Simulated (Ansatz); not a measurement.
Predict the output of the script below (Ansatz 0.2.0 through its Python package).

Script `freq_c2clfse.py`:
```python
"""Vibrations of C2ClFSe."""

import ansatz as az
import numpy as np


def main() -> None:
    system = (
        az.Crystal.molecule()
        .atom("F", (1.1987, -1.0238, 1.4205))
        .atom("C", (0.5572, -0.1193, 0.541))
        .atom("C", (-0.5107, 0.0985, -0.4732))
        .atom("Cl", (-1.7415, -0.5787, -1.3652))
        .atom("Se", (0.5462, 1.5496, -0.1645))
    )

    calculation = system.calculation()
    calculation = calculation.basis(gaussian="def2-SVP")
    calculation = calculation.functional("r2SCAN")
    symbols = [site.symbol for site in system.cartesian_sites]
    start = np.array([site.position_ang for site in system.cartesian_sites], dtype=float)
    report = calculation.relax(force_tolerance=0.003).run(threads=1, backend="cpu").report
    end = np.array(report["positions_ang"])

    print("final positions (A) and the move of each atom")
    for symbol, xyz, old in zip(symbols, end, start):
        print(f"{symbol:2s} {xyz[0]:10.5f} {xyz[1]:10.5f} {xyz[2]:10.5f}   {np.linalg.norm(xyz - old):7.4f}")

    # same settings at the minimum
    minimum = az.Crystal.molecule()
    for symbol, xyz in zip(symbols, end):
        minimum = minimum.atom(symbol, xyz.tolist())
    vibrating = (
        minimum.calculation()
        .basis(gaussian="def2-SVP")
        .functional("r2SCAN")
        .phonons(temperatures=(200, 600, 100))
    )
    vib = vibrating.run(threads=1, backend="cpu").report["vibrations"]
    sums = vib["harmonic_sums"]
    modes = [m["omega_inv_cm"] for m in sums["modes_at_gamma"] if m["rigid_motion"] == "no"]
    print("frequencies (1/cm):", " ".join(f"{w:.0f}" for w in modes))
    print("imaginary modes:", sum(w < 0 for w in modes), " zero-point energy:", round(sums["zero_point_energy_ev"], 4), "eV")
    print("T (K)   F_vib (eV)   S_vib (meV/K)   C_vib (meV/K)")
    for row in zip(sums["temperatures_k"], sums["vibrational_free_energy_ev"], vib["entropy_ev_per_k"], vib["heat_capacity_ev_per_k"]):
        print(f"{row[0]:6.1f} {row[1]:11.4f} {1000 * row[2]:13.4f} {1000 * row[3]:15.4f}")


if __name__ == "__main__":
    main()
```

```console
$ python freq_c2clfse.py
final positions (A) and the move of each atom
F     1.08295   -0.95087    1.31283    0.1741
C     0.49107   -0.15299    0.47311    0.1006
C    -0.44755   -0.03479   -0.40646    0.1619
Cl   -1.72110   -0.62245   -1.30473    0.0774
Se    0.64453    1.68739   -0.11616    0.1760
frequencies (1/cm): 159 166 210 451 453 574 768 1138 1971
imaginary modes: 0  zero-point energy: 0.3653 eV
T (K)   F_vib (eV)   S_vib (meV/K)   C_vib (meV/K)
 200.0      0.3464        0.2523          0.3383
 300.0      0.3130        0.4125          0.4512
 400.0      0.2646        0.5532          0.5255
 500.0      0.2030        0.6763          0.5773
 600.0      0.1298        0.7851          0.6154
```

The frequencies are harmonic and unscaled, in a modest basis. The result belongs to the one conformer reached from this start, and soft torsions count as harmonic oscillators. Hardware and time: 3.2 min on 1 thread of AMD EPYC 7R43 64-Core Processor (Zen 3), on a shared host, peak memory 0.22 GiB.

(A comment or docstring line of the script was reworded after the run, the code is as it ran; lines on the test bed's own set-up are left out of the output.)
